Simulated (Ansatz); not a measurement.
**ZnN₂H₄: up Jacob's ladder to CCSD(T)**

An exercise on one series of results from a longer session: the logs are not shown, and one member is left open.

Program: Ansatz 0.2.0, Gaussian basis. Level of theory: functionals in def2-TZVPP, the program's frozen cores in correlated methods. These are calculated values, not measurements.

Plan: LDA (SPW92), PBE-D4, revPBE-D4, BLYP-D4, r2SCAN-D4, B97M-V, PBE0-D4, B3LYP-D4, r2SCANh-D4, r2SCAN0-D4, HSE06-D4, BHLYP-D4, CAM-B3LYP-D4, LC-ωPBE, ωB97X-V, ωB97M-V, B2PLYP, PBE-QIDH; CCSD(T)/def2-SVP; CCSD(T)/def2-TZVPP; MP2/def2-QZVPP; extrapolation to the limit; RPA on PBE.

## The relaxed structure

All runs share one geometry, relaxed beforehand with PBE0-D4 in a triple-zeta def2 set.

SMILES `[NH2][Zn][NH2]`, 7 atoms, charge 0, spin multiplicity 1.

Atoms are counted from 1 here; the program's logs count them from 0.

Bond lengths: N1–Zn2 1.811 Å, N1–H4 1.009 Å, N1–H5 1.010 Å, Zn2–N3 1.811 Å, N3–H6 1.010 Å, N3–H7 1.009 Å. Angles: Zn2–N1–H4 117.8°, Zn2–N1–H5 117.9°, H4–N1–H5 108.3°, N1–Zn2–N3 174.1°, Zn2–N3–H6 117.9°, Zn2–N3–H7 117.8°, H6–N3–H7 108.3°.

The first run:

Contents of in.yaml:

```yaml
crystal:
  periodic: [false, false, false]
  atoms:
    - {symbol: N, position_ang: [-1.437046, -0.173464, -1.094470]}
    - {symbol: Zn, position_ang: [0.028102, -0.008502, -0.042343]}
    - {symbol: N, position_ang: [1.594303, 0.125885, 0.857539]}
    - {symbol: H, position_ang: [-2.312252, -0.407595, -0.649214]}
    - {symbol: H, position_ang: [-1.611778, 0.549607, -1.777186]}
    - {symbol: H, position_ang: [2.146879, -0.711525, 0.971016]}
    - {symbol: H, position_ang: [1.591782, 0.625604, 1.734658]}
basis:
  gaussian: {orbitals: def2-TZVPP}
hamiltonian: {xc: lda}
output: {orbitals: {seedname: orbitals}}
```

Among the steps run: LDA; PBE-D4 (GGA); revPBE-D4 (GGA); BLYP-D4 (GGA); r2SCAN-D4 (meta-GGA); B97M-V (meta-GGA); PBE0-D4 (hybrid); B3LYP-D4 (hybrid); r2SCANh-D4 (hybrid); r2SCAN0-D4 (hybrid); HSE06-D4 (hybrid); BHLYP-D4 (hybrid); CAM-B3LYP-D4 (range-separated); LC-ωPBE (range-separated); ωB97X-V (range-separated); ωB97M-V (range-separated); B2PLYP (double hybrid); PBE-QIDH (double hybrid).

One of the session's tables, all rows but one given; the rest of the session is left out.

It belongs to the step «Frontier levels by functional». 

```
  functional  HOMO (eV)  gap (eV)
 LDA (SPW92)      -5.63      4.41
      PBE-D4      -5.42      4.34
   revPBE-D4      -5.35      4.33
     BLYP-D4      -5.31      4.21
   r2SCAN-D4      -5.68      4.99
      B97M-V          ?         ?
     PBE0-D4      -6.76      6.47
    B3LYP-D4      -6.54      5.92
  r2SCANh-D4      -6.18      5.77
  r2SCAN0-D4      -6.95      6.92
    HSE06-D4      -6.35      5.70
    BHLYP-D4      -8.03      8.32
CAM-B3LYP-D4      -8.22      8.68
     LC-ωPBE      -9.63     11.31
     ωB97X-V      -9.23     10.71
     ωB97M-V      -9.15     10.24
```

**Question.** Estimate the row for B97M-V.

The run gave: HOMO (eV): -5.70; gap (eV): 4.65. In the column «HOMO (eV)» it lies between r2SCANh-D4 (-6.18) and r2SCAN-D4 (-5.68).
